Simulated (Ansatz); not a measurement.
# CsLiCr2Te2S3 (P3m1) in Ansatz: notebook

The runs below take CsLiCr2Te2S3 through single point, with PBE.

All numbers are computed with Ansatz 0.2.0; they aren't measurements. Logs are shortened: lines on timing, memory, paths and dates and some standing lists are left out, and cuts for length are marked.

## Step 1: The structure

The structure is trigonal, space group P3m1 (No. 156). Conventional cell: a = 3.604 Å, b = 3.604 Å, c = 19.067 Å, α = 90.00°, β = 90.00°, γ = 120.00°. Around Cs (site symmetry 3m) lie 3 S at 3.38 Å and 6 Cs at 3.60 Å and 3 Te at 3.77 Å. Around Li (site symmetry 3m) lie 6 S at 2.63 to 2.66 Å. Cr (site symmetry 3m) is surrounded by 3 S at 2.40 Å and 3 Te at 2.74 Å. Cr (site symmetry 3m) has 6 S at 2.43 to 2.45 Å as nearest neighbours. Around Te (site symmetry 3m) lie 6 Te at 3.60 Å and 3 Cs at 3.77 Å. Te (site symmetry 3m) has 3 Cr at 2.74 Å as nearest neighbours. Around S (site symmetry 3m) lie 3 Cr at 2.45 Å and 3 Li at 2.63 Å. S (site symmetry 3m) has 3 Cr at 2.40 Å and 3 Li at 2.66 Å as nearest neighbours.

The cell was built by a generator and needn't be a form met in nature.

## Step 2: Single point, PBE, collinear spin, ferromagnetic start

Contents of input.yaml:

```yaml
crystal:
  lattice:
    - [3.60358, 0.0, 0.0]
    - [-1.80179, 3.12079, 0.0]
    - [0.0, 0.0, 19.06651]
  atoms:
    - { symbol: Cs, position: [0.0, 0.0, 0.37399] }
    - { symbol: Li, position: [0.66667, 0.33333, 0.01607] }
    - { symbol: Cr, position: [0.0, 0.0, 0.86637], spin: 3.0 }
    - { symbol: Cr, position: [0.33333, 0.66667, 0.16833], spin: 3.0 }
    - { symbol: Te, position: [0.33333, 0.66667, 0.53891] }
    - { symbol: Te, position: [0.66667, 0.33333, 0.77276] }
    - { symbol: S, position: [0.0, 0.0, 0.1003] }
    - { symbol: S, position: [0.33333, 0.66667, 0.9292] }
    - { symbol: S, position: [0.66667, 0.33333, 0.23408] }
hamiltonian:
  xc: pbe
  pseudopotentials: { kind: nc, accuracy: standard }
magnetization:
  spin_polarized: true
kpoints:
  mp_grid: { grid: [9, 9, 2] }
scf:
  occupations: { method: fermi_dirac, width: 0.05 }
output:
  forces: true
  stress: true
  eigenvalues: true
  write_density: true
  write_potential: true
  elf: true
  volumetric_format: npy
```

Potentials or basis: PseudoDojo standard (PBE files).

Command:

```
> ansatz run input.yaml --threads 8 --pin off --max-ram 20480MiB --backend cpu --events-out ev --progress --plain --runs-dir out
```

Output:

```text
Warning: the atoms were moved onto the symmetric positions of the space group found under crystal.symmetry.tolerance 1.0e-5 (fractional; no operation is sought that the atoms, as they stand in a round, miss by more than twice it, and no atom is moved by as much as it), and the run uses the moved positions. Before a round's move an operation carried an atom to 3.60e-5 Å from where it should land, the largest such distance. Atom 1 (counting from 0) moved farthest, by 2.08e-5 Å; the longest move in fractions of the cell, of whichever atom, is 0.47 of the tolerance, in 1 round. To run the atoms as typed, lower crystal.symmetry.tolerance until the operations that they miss are no longer found, or set crystal.symmetry.detect: false (a key that needs symmetry detection or time reversal refuses this as the deck is read). The positions used, in the order of the run's atom list: position: [0.0, 0.0, 0.37399]; position: [0.6666666666666666, 0.3333333333333333, 0.01607]; position: [0.0, 0.0, 0.86637]; position: [0.3333333333333333, 0.6666666666666666, 0.16833]; position: [0.3333333333333333, 0.6666666666666666, 0.53891]; position: [0.6666666666666666, 0.3333333333333333, 0.77276]; position: [0.0, 0.0, 0.1003]; position: [0.3333333333333333, 0.6666666666666666, 0.9292]; position: [0.6666666666666666, 0.3333333333333333, 0.23408]; The lattice was moved too: crystal.lattice keeps the space group found at crystal.symmetry.tolerance 1.0e-5 only nearly: the operation that it misses by the most changes a squared length by the fraction 1.01e-6. The run uses the lattice that is a stretch of the typed one, with no rotation, onto the one that keeps every operation to a double's rounding (on a very oblique basis the stretch itself rounds by more); the deck's lattice vector that moved farthest moved by 1.05e-6 Å. To run the lattice as typed, set crystal.symmetry.tolerance under 1.01e-6, the least fraction by which an operation that the lattice misses changes a squared length (the same key also sets how far an atom may lie from its image, so lowering it can lose operations that the atoms keep only within it), or set crystal.symmetry.detect: false, as for the atoms. crystal.lattice made exact, in Å and degrees: [[3.603578946584446, 0.0, 0.0], [-1.801789473292223, 3.120790912284897, 0.0], [0.0, 0.0, 19.06651]]. Pasted over the deck's crystal.lattice, beside positions in fractional coordinates, it runs the same cell (given as lengths and angles, that cell in the form's own orientation, a rigid turn of the misfit's size from the one run here, for which a checkpoint.post_process_only pass over this run's state can be refused: where this run relaxes nothing, give such a pass this deck's own crystal.lattice, as typed; behind a relaxation, as crystal.lattice, the state's own cell, identity.cell in its checkpoint.json), and a matrix so pasted ends this notice, except on a very skew basis of the lattice, where the rounding of the pasted numbers themselves can read as a misfit: the cell is then moved again, and that move is told again. The lattice as run is in this notice's lattice.as_run_ang field (Run.prep()["deck_notices"] in Python, the deck_notice line of an events file, deck_notices of ansatz run --dry-run=json, or deck_notices in record.json in the deck's checkpoint.write directory).
Warning: RAYON_NUM_THREADS=8 ignored (pool sized by the plan → 8); use --threads N
Engine: ansatz 0.2.0, aarch64-unknown-linux-gnu
Pseudopotentials: kind: nc
Pseudopotential: Cs, nc, valence charge 9, recommended cutoff 680.284656 eV (normal), Cs.nc.azcp (PseudoDojo's, or run here from an input of PseudoDojo's; its table is named by hamiltonian.pseudopotentials.accuracy)
Pseudopotential: Li, nc, valence charge 3, recommended cutoff 1006.821291 eV (normal), Li.nc.azcp (PseudoDojo's, or run here from an input of PseudoDojo's; its table is named by hamiltonian.pseudopotentials.accuracy)
Pseudopotential: Cr, nc, valence charge 14, recommended cutoff 1278.935154 eV (normal), Cr.nc.azcp (PseudoDojo's, or run here from an input of PseudoDojo's; its table is named by hamiltonian.pseudopotentials.accuracy)
Pseudopotential: Te, nc, valence charge 16, recommended cutoff 1120 eV (normal), Te.nc.azcp (PseudoDojo's, or run here from an input of PseudoDojo's; its table is named by hamiltonian.pseudopotentials.accuracy)
Pseudopotential: S, nc, valence charge 6, recommended cutoff 770 eV (normal), S.nc.azcp (PseudoDojo's, or run here from an input of PseudoDojo's; its table is named by hamiltonian.pseudopotentials.accuracy)
Functional definition: PBE
  parameter kappa = 0.804
  parameter beta = 0.06672455060314922
  exchange = pbe_x(kappa = kappa, mu = beta*pi^2/3)
  correlation = pbe_c(beta = beta)
Crystal: 9 atoms, lattice volume = 214.422 Å³
Basis set: ecut = 1278.935154 eV, 22359 PW (Γ), exchange–correlation on 90×90×450 points (8 copies of the dense FFT grid, shifted against one another)
Bands: 58, of which v1, the nominal top of the filled ones, is band 45 counted from 1 (44 counted from 0)
Symmetry: 6 space group operations
Space group: P3m1 (ITA 156), of the structure as read, at distance tolerance 6.0e-5 Å
Magnetic group: BNS 156.49 (UNI 1279), of the structure as read, at distance tolerance 6.0e-5 Å
k-points: 24 of 162 (time reversal used)
Non-local potential: Cs, projectors of the file, l = 0: 2, l = 1: 2, l = 2: 2, l = 3: 2
Non-local potential: Li, projectors of the file, l = 0: 2, l = 1: 2
Non-local potential: Cr, projectors of the file, l = 0: 2, l = 1: 2, l = 2: 2
Non-local potential: Te, projectors of the file, l = 0: 3, l = 1: 2, l = 2: 2, l = 3: 2
Non-local potential: S, projectors of the file, l = 0: 2, l = 1: 2, l = 2: 2
Initial density: superposition of atomic densities (chi_scale 0.1, normalization cell, long waves of neutral atoms (reshape's long-wave potential 6.39 eV rms, cloud 3.49 Å wide))
[... 24 lines left out ...]
SCF iter  19: F=—  HF=-12282.994490 eV  |F-HF|=—  |Δ(HF+E_count)|=   3.41e-8  Δρ=1.79e-5 (↑1.79e-5 ↓7.21e-6)  dr2=5.38e-6  dr2_m=6.58e-8  M=5.654 μB ∫|m|=6.837 μB  β_m=0.77  ethr=6.21e-9  ⟨swp⟩=2.0  Hψ=3133  notcnv=0  defer=214
SCF iter  20: F=-12282.994490 eV  HF=-12282.994490 eV  |F-HF|=4.57e-8  |Δ(HF+E_count)|=   2.15e-7  Δρ=3.04e-6 (↑3.04e-6 ↓2.09e-6)  dr2=9.90e-8  dr2_m=4.08e-9  M=5.654 μB ∫|m|=6.837 μB  ethr=1.11e-10  ⟨swp⟩=23.5  Hψ=26637  notcnv=0
SCF 1 converged in 20 iterations: F = -12282.994490 eV  dr2 = 9.90e-8
SCF converged after 20 iterations
Magnetization: 5.6539 μB (47.8269 up, 42.1731 down)
Absolute magnetization: 6.8371 μB (∫|ρ↑−ρ↓|)
Spin contamination: 0.3400 ħ² per cell (⟨S²⟩ above its minimum at these occupations)
Per-site moments (μB) at R_I (Å): [(0.0005989245591852192, 1.3954856731194367), (-0.006547258131648267, 1.0841564354089643), (2.6423987344686233, 0.9903157806638262), (2.775446830113086, 1.0019729821863483), (-0.0076091538007326855, 1.486476315466084), (-0.1642178306228348, 1.1307438306979916), (-0.05898952284722321, 1.0113443744749768), (-0.07116679469799103, 0.9903157806638262), (-0.07098134670439758, 1.0019729821863483)]
Free energy (F): -12282.994490 eV
Harris-Foulkes:  -12282.994490 eV  (|F-HF|=4.57e-8)
Internal energy: -12282.969254 eV  (E = F + TS)
E sigma→0 (E₀):  -12282.981872 eV
Entropy (-TS):   -0.025236 eV (-2.804 meV/atom)
Fermi energy:    8.151578 eV
--- Per-component energies (eV) ---
  E_band       = -1201.950467
  E_kinetic    = 5815.705112
  E_local      = -13087.356080  (includes V_loc(G=0)·N_el)
  E_nonlocal   = -1879.209769
  E_hartree    = 4969.697331
  E_xc         = -2549.695911
  E_vxc        = -1990.481301  (∫ρ·V_xc dr)
  E_ewald      = -5552.109936
  E_smearing   = -0.025236  (= −TS)
  E_closure    = -0.000000  (closes the sum)
  Σ components = -12282.994490   (vs F -12282.994490, Δ=0.00e0)
--- Forces (eV/Å), atoms counted from 1 ---
  atom   1  Cs     0.00000000     0.00000000     0.02645419
  atom   2  Li     0.00000000     0.00000000     0.02043685
  atom   3  Cr     0.00000000     0.00000000    -0.05181288
  atom   4  Cr    -0.00000000    -0.00000000    -0.00153902
  atom   5  Te     0.00000000    -0.00000000    -0.01418185
  atom   6  Te    -0.00000000    -0.00000000     0.00452873
  atom   7  S      0.00000000     0.00000000    -0.03569474
  atom   8  S      0.00000000     0.00000000     0.03277688
  atom   9  S      0.00000000     0.00000000     0.01889808
  max |Σ_I F_I| component: 1.34e-4 eV/Å
--- Stress (GPa, compression-positive) ---
        0.268072       0.000000       0.000000
        0.000000       0.268072       0.000000
       -0.000000       0.000000       0.040557
  P = ⅓ Tr σ = 0.1922 GPa (1.922 kbar)
--- Band table (eV; the first three rows and the last of 48) ---
  k-point 0 ↑: bands = ["-64.9553", "-64.5915", "-38.1114", "-36.3584", "-36.3342", "-36.3342", "-35.9983", "-35.9983", "-35.9824", "-28.3624", "-28.3624", "-28.3081", "-28.3081", "-28.2481", "-28.2481", "-28.2324", "-28.1820", "-28.1820", "-28.1291", "-15.2623", "-5.8595", "-5.5093", "-4.4952", "-3.4864", "-3.3002", "-1.5898", "-0.5055", "-0.5055", "2.7654", "3.3979", "4.2837", "4.2837", "4.7239", "4.7239", "5.7999", "6.0787", "6.3923", "6.3923", "6.6882", "6.6882", "6.7756", "7.1505", "7.1703", "7.1703", "7.7213", "8.6546", "8.6546", "9.5853", "9.9016", "9.9016", "10.3523", "10.3523", "10.9324", "10.9324", "12.1380", "12.5739", "12.5739", "12.8269"]
  k-point 1 ↑: bands = ["-64.9553", "-64.5915", "-38.1114", "-36.3584", "-36.3342", "-36.3342", "-35.9983", "-35.9983", "-35.9824", "-28.3624", "-28.3624", "-28.3081", "-28.3081", "-28.2481", "-28.2481", "-28.2324", "-28.1820", "-28.1820", "-28.1291", "-15.2623", "-5.8595", "-5.5092", "-4.4955", "-3.4830", "-3.3036", "-1.5892", "-0.5055", "-0.5055", "2.7525", "3.4228", "4.2837", "4.2837", "4.7239", "4.7239", "5.6160", "6.3924", "6.3924", "6.4667", "6.5593", "6.6882", "6.6882", "7.1591", "7.1703", "7.1703", "7.7033", "8.6546", "8.6546", "9.5912", "9.9016", "9.9016", "10.3522", "10.3522", "10.9325", "10.9325", "12.2529", "12.5739", "12.5739", "12.5949"]
  k-point 2 ↑: bands = ["-64.9552", "-64.5914", "-38.1112", "-36.3581", "-36.3364", "-36.3347", "-36.0005", "-35.9989", "-35.9822", "-28.3623", "-28.3607", "-28.3081", "-28.3064", "-28.2486", "-28.2482", "-28.2314", "-28.1826", "-28.1821", "-28.1281", "-15.2035", "-5.7427", "-5.4083", "-4.4501", "-3.3692", "-3.1701", "-1.5365", "-0.9328", "-0.5970", "2.8820", "3.5158", "4.0606", "4.3395", "4.4092", "4.7468", "5.8747", "5.9861", "6.1295", "6.3122", "6.5724", "6.6103", "6.7267", "6.8368", "7.3119", "7.3722", "7.5711", "8.4808", "8.6000", "9.3198", "9.4242", "9.7999", "10.0517", "10.0955", "10.1142", "10.7250", "11.9199", "12.6843", "12.9422", "13.3601"]
  k-point 23 ↓: bands = ["-61.8137", "-61.5866", "-38.1121", "-33.1767", "-33.1764", "-33.1607", "-32.9867", "-32.9501", "-32.9473", "-28.3553", "-28.3552", "-28.3427", "-28.3424", "-28.2887", "-28.2885", "-28.2615", "-28.1868", "-28.1868", "-28.1212", "-14.6388", "-4.4930", "-4.3905", "-4.2583", "-2.7441", "-2.6014", "-1.9491", "-1.2819", "-1.2238", "3.3739", "3.4567", "3.4727", "3.5896", "3.8147", "4.1038", "4.8304", "4.9206", "5.3086", "5.5700", "5.6442", "5.6928", "5.7050", "6.3854", "7.5177", "9.7396", "9.9874", "10.1829", "10.1887", "10.2609", "10.3290", "10.5893", "10.7495", "10.7975", "11.1671", "11.6892", "11.9876", "12.9404", "13.1736", "13.3551"]
```

It took 96 s on 8 threads of Arm Neoverse V1, shared host; peak memory 3.7 GiB.

What came out:

```yaml
Free_energy: -12282.9945 eV
Pressure: 0.2 GPa
Largest_force: 0.052 eV/Å
Band_gap_on_the_k_mesh: none (metal or under the smearing width)
Net_moment: 5.65 μB per cell
Absolute_moment: 6.84 μB per cell
Site_moments: Cs +0.00; Li -0.01; Cr +2.64, +2.78; Te -0.01, -0.16; S -0.06, -0.07 μB
```

Forces in eV/Å, atoms in the order of the input:
```
Cs   0.000  0.000  0.026
Li   0.000  0.000  0.020
Cr   0.000  0.000 -0.052
Cr   0.000  0.000 -0.002
Te   0.000  0.000 -0.014
Te   0.000  0.000  0.005
S    0.000  0.000 -0.036
S    0.000  0.000  0.033
S    0.000  0.000  0.019
```

Stress tensor (GPa, compression positive):
```
0.27 0.00 0.00
0.00 0.27 0.00
0.00 0.00 0.04
```

Caveat: only a ferromagnetic start was run, and an antiferromagnetic order may lie lower in energy.

(Continued in part 2 of 2.)
